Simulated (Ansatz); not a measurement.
# C2H10AlBSi: one species, many methods

One table from this session's results is given with a row withheld; the runs are named, their logs left out.

Program: Ansatz 0.2.0, Gaussian basis. Level of theory: functionals in def2-TZVPP, the program's frozen cores in correlated methods. These are calculated values, not measurements.

The runs, in order: PBE-D4, r2SCAN-D4, PBE0-D4, B3LYP-D4, ωB97X-V, ωB97M-V, B2PLYP; CCSD(T)/def2-TZVPP; MP2/def2-QZVPP; extrapolation to the limit.

### The geometry

An earlier PBE0-D4 in a triple-zeta def2 set relaxation fixed the geometry.

SMILES `C[SiH2][B](C)[AlH2]`, 15 atoms, charge 0, spin multiplicity 1.

Atoms are counted from 1 here; the program's logs count them from 0.

Bond lengths: C1–Si2 1.881 Å, C1–H6 1.092 Å, C1–H7 1.093 Å, C1–H8 1.094 Å, Si2–B3 2.023 Å, Si2–H9 1.496 Å, Si2–H10 1.499 Å, B3–C4 1.562 Å, B3–Al5 2.120 Å, C4–H11 1.094 Å, C4–H12 1.092 Å, C4–H13 1.106 Å, Al5–H14 1.597 Å, Al5–H15 1.596 Å. Angles: Si2–C1–H6 111.3°, Si2–C1–H7 111.0°, Si2–C1–H8 111.0°, H6–C1–H7 107.8°, H6–C1–H8 107.5°, H7–C1–H8 108.0°, C1–Si2–B3 115.6°, C1–Si2–H9 109.3°, C1–Si2–H10 108.9°, B3–Si2–H9 111.5°, B3–Si2–H10 104.6°, H9–Si2–H10 106.5°, Si2–B3–C4 116.9°, Si2–B3–Al5 116.6°, C4–B3–Al5 126.5°, B3–C4–H11 115.9°, B3–C4–H12 116.9°, B3–C4–H13 101.8° and more.

Set-up of the first run:

The input, in.yaml:

```yaml
crystal:
  periodic: [false, false, false]
  atoms:
    - {symbol: C, position_ang: [-0.659327, 1.934198, 1.208319]}
    - {symbol: Si, position_ang: [0.690064, 0.662196, 0.894267]}
    - {symbol: B, position_ang: [0.253734, -0.750275, -0.487038]}
    - {symbol: C, position_ang: [1.080997, -2.073678, -0.428451]}
    - {symbol: Al, position_ang: [-1.329059, -0.312360, -1.827283]}
    - {symbol: H, position_ang: [-0.341709, 2.676045, 1.944150]}
    - {symbol: H, position_ang: [-1.568021, 1.457657, 1.584913]}
    - {symbol: H, position_ang: [-0.914270, 2.469682, 0.289206]}
    - {symbol: H, position_ang: [1.104525, 0.048302, 2.194072]}
    - {symbol: H, position_ang: [1.897894, 1.362144, 0.348821]}
    - {symbol: H, position_ang: [2.057437, -2.005843, 0.059898]}
    - {symbol: H, position_ang: [1.173453, -2.640351, -1.357314]}
    - {symbol: H, position_ang: [0.460689, -2.697760, 0.241947]}
    - {symbol: H, position_ang: [-2.829385, -0.750210, -1.498638]}
    - {symbol: H, position_ang: [-1.098824, 0.569355, -3.137569]}
basis:
  gaussian: {orbitals: def2-TZVPP}
hamiltonian: {xc: pbe, dispersion: d4}
output: {forces: true, orbitals: {seedname: orbitals}}
```

Started as:

```console
$ ansatz run in.yaml --threads 4 --pin off --events-out ev --progress --plain --max-ram 10444MiB
```

Among the steps run: PBE-D4 (GGA); r2SCAN-D4 (meta-GGA); PBE0-D4 (hybrid); B3LYP-D4 (hybrid); ωB97X-V (range-separated); ωB97M-V (range-separated); B2PLYP (double hybrid); CCSD(T) in def2-TZVPP; MP2 in def2-QZVPP.

One table of the session follows, with a row left open; its other results are not shown here.

| method | atomisation energy (eV) |
| --- | --- |
| PBE-D4 | 52.045 |
| r2SCAN-D4 | 52.026 |
| PBE0-D4 | 51.791 |
| B3LYP-D4 | 51.875 |
| ωB97X-V | 52.039 |
| ωB97M-V | 51.897 |
| B2PLYP | 51.168 |
| HF/def2-TZVPP | 39.930 |
| MP2/def2-TZVPP | 50.619 |
| CCSD/def2-TZVPP | 50.095 |
| CCSD(T)/def2-TZVPP | 50.591 |
| MP2/CBS | 51.730 |
| CCSD(T)/CBS | ? |

Q: Estimate the row for CCSD(T)/CBS from the others.

As computed: atomisation energy (eV): 51.702. In the column «atomisation energy (eV)» it lies between B2PLYP (51.168) and MP2/CBS (51.730).
